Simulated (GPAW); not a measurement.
This GPAW 26.7.0 run on SnSe2 needs a look.

run.py

```python
import numpy as np
from ase import Atoms
from ase.dft.bandgap import bandgap
from ase.io import write
from gpaw import GPAW, PW
from gpaw.response.df import DielectricFunction

atoms = Atoms(['Sn', 'Se', 'Se'],
              cell=[[3.861150488, 0.0, 0.0],
                    [-1.930575244, 3.3438544104, 0.0],
                    [0.0, 0.0, 6.2167461018]],
              scaled_positions=[[0.0, 0.0, 0.0],
                                [0.6666666667, 0.3333333333, 0.751],
                                [0.3333333333, 0.6666666667, 0.249]],
              pbc=True)

calc = GPAW(mode=PW(500),
            xc='GLLBSC',
            kpts={'size': (4, 4, 3), 'gamma': True},
            occupations={'name': 'fermi-dirac', 'width': 0.001},
            nbands=24,
            convergence={'density': 1e-06},
            maxiter=80,
            txt='gpaw.txt')
atoms.calc = calc
energy = atoms.get_potential_energy()
calc.write('gs.gpw')
write('result.traj', atoms)
print('Fermi level:', round(calc.get_fermi_level(), 4), 'eV')
print(f'Gap: {bandgap(calc)[0]:.4f} eV, direct: {bandgap(calc, direct=True)[0]:.4f} eV')

for size in [(4, 4, 2), (5, 5, 3)]:
    name = 'x'.join(str(n) for n in size)
    dense = calc.fixed_density(kpts={'size': size, 'gamma': True},
                               nbands=49, convergence={'bands': 43},
                               update_fermi_level=True, txt=f'dense-{name}.txt')
    dense.write(f'{name}.gpw', mode='all')
    df = DielectricFunction(f'{name}.gpw', frequencies=np.array([0.0]), hilbert=False, eta=0.001,
                            ecut=80, nbands=43, intraband=False, txt=f'df-{name}.txt')
    for xc in ['TDHF']:
        for direction in ['x', 'y', 'z', [0, 1, 1], [1, 0, 1], [1, 1, 0]]:
            e0, e = df.get_macroscopic_dielectric_constant(xc=xc, direction=direction)
            print(f'{name} {xc} {direction}: {e0:.4f} without, {e:.4f} with local fields')
```

Potentials or basis: the program's PAW data sets (release 1.2.1) made for this functional, pw.

Run with:

```console
$ OMP_NUM_THREADS=1 python run.py
```

gpaw.txt:

```text
___ ___ ___ _ _ _
 |   |   |_  | | | |
 | | | | | . | | | |
 |__ |  _|___|_____|  26.7.0
 |___|_|

Input parameters:
  convergence: {density: 1e-06}
  kpts: {gamma: True,
         size: (4, 4, 3)}
[... 225 lines left out ...]
  1    12      3.15595    2.00000
  1    13      5.68463    0.00000
  1    14      6.70579    0.00000

Fermi level: 3.96796

Gap: 0.985 eV
Transition (v -> c):
  (s=0, k=0, n=12, [0.00, 0.00, 0.00]) -> (s=0, k=8, n=13, [0.50, 0.50, 0.33])
Direct/indirect transitions are different
Direct gap: 1.270 eV
Transition at: (s=0, k=0, n=12, [0.00, 0.00, 0.00])
Writing to gs.gpw (mode='')
```

On the terminal:

```text
Fermi level: 3.968 eV
Gap: 0.9849 eV, direct: 1.2700 eV
Traceback (most recent call last):
  File "run.py", line 42, in <module>
  File "response/df.py", line 824, in get_macroscopic_dielectric_constant
  File "response/df.py", line 654, in get_inverse_dielectric_function
  File "response/df.py", line 616, in get_chi0_dyson_eqs
  File "response/density_kernels.py", line 35, in from_functional
ValueError: Invalid functional for the density-density xc kernel:TDHF
```

**Question.** What happened, and what is wrong with the input?

**Answer.** The program refused the input. The input holds a flaw that was put in on purpose: kernel name that the code doesn't know.
